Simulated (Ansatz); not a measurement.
**Rhodium, bcc under PBEsol: structure, energy and stiffness**

The plan for rhodium in the bcc structure: relax it, solve it on a dense k-mesh, then scale the cell to 7 volumes from 88 to 112 % of the relaxed one and try a fit of the equation of state. Spin polarisation is left out. The k-meshes are 15×15×15 for the relaxation; 24×24×24 for the dense run; 16×16×16 for the volumes.

This is Rh in the bcc structure; at room conditions it is fcc.

Method: DFT PBEsol, plane waves (420 eV) with PAW, scalar-relativistic; PBE-made PAW files, in Ansatz 0.2.0.

**1. Starting point**

Symmetry: Im-3m, No. 229, cubic system. The conventional cell has a = 3.019 Å, b = 3.019 Å, c = 3.019 Å, α = 90.00°, β = 90.00°, γ = 90.00°. Around Rh (site symmetry m-3m) lie 8 Rh at 2.61 Å.

As a file:

```cif
data_structure
_symmetry_space_group_name_H-M 'Im-3m'
_symmetry_Int_Tables_number 229
_cell_length_a 3.0185
_cell_length_b 3.0185
_cell_length_c 3.0185
_cell_angle_alpha 90.000
_cell_angle_beta 90.000
_cell_angle_gamma 90.000
_cell_volume 27.50
loop_
_atom_site_label
_atom_site_type_symbol
_atom_site_symmetry_multiplicity
_atom_site_Wyckoff_symbol
_atom_site_fract_x
_atom_site_fract_y
_atom_site_fract_z
_atom_site_occupancy
Rh1 Rh 2 a 0.00000 0.00000 0.00000 1
```

**2. Relaxation of the cell**

Input file input.yaml:

```yaml
crystal:
  lattice:
    - [-1.5092612352, 1.5092612352, 1.5092612352]
    - [1.5092612352, -1.5092612352, 1.5092612352]
    - [1.5092612352, 1.5092612352, -1.5092612352]
  atoms:
    - { symbol: Rh, position: [0.0, 0.0, 0.0] }
hamiltonian:
  xc: pbesol
  pseudopotentials:
    kind: paw
    azcp:
      Rh: "pseudopotentials/Rh.paw.azcp"
basis:
  ecutwfc: 420
  fft_grid_basis: typed
kpoints:
  mp_grid: { grid: [15, 15, 15], shift: [0, 0, 0] }
magnetization:
  spin_polarized: false
scf:
  occupations: { method: fermi_dirac, width: 0.1 }
relax:
  max_steps: 60
  f_tol: 0.01
  cell: {}
```

The runs that follow: Single point on a dense mesh; At 88 % of the relaxed volume; At 92 % of the relaxed volume; At 96 % of the relaxed volume; At 100 % of the relaxed volume; At 104 % of the relaxed volume; At 108 % of the relaxed volume; At 112 % of the relaxed volume.

**Question.** What will these runs give? Wanted: space group; conventional cell; volume; shortest distance; gap on the mesh; relative to fcc; V₀, B₀, B₀′.

The runs gave:

```
                      quantity                         value
space group (spins left aside)               Im-3m (No. 229)
             conventional cell                   a = 3.031 Å
                        volume                13.917 Å³/atom
             shortest distance                       2.625 Å
               gap on the mesh  none (levels filled in part)
               relative to fcc                 +388 meV/atom
                   V₀, B₀, B₀′  13.890 Å³/atom, 269 GPa, 5.1
```

What this shows: From the guessed start the volume grew by 1.2 % in 5 steps. It lies 388 meV/atom above the element's reference form at the same level (fcc, from a run of its own), so it is far from stable. Levels at the Fermi energy are filled in part, as in a metal. B₀ comes out at 269 GPa. The symmetry was held, so the structure may be unstable against distortions that break it.
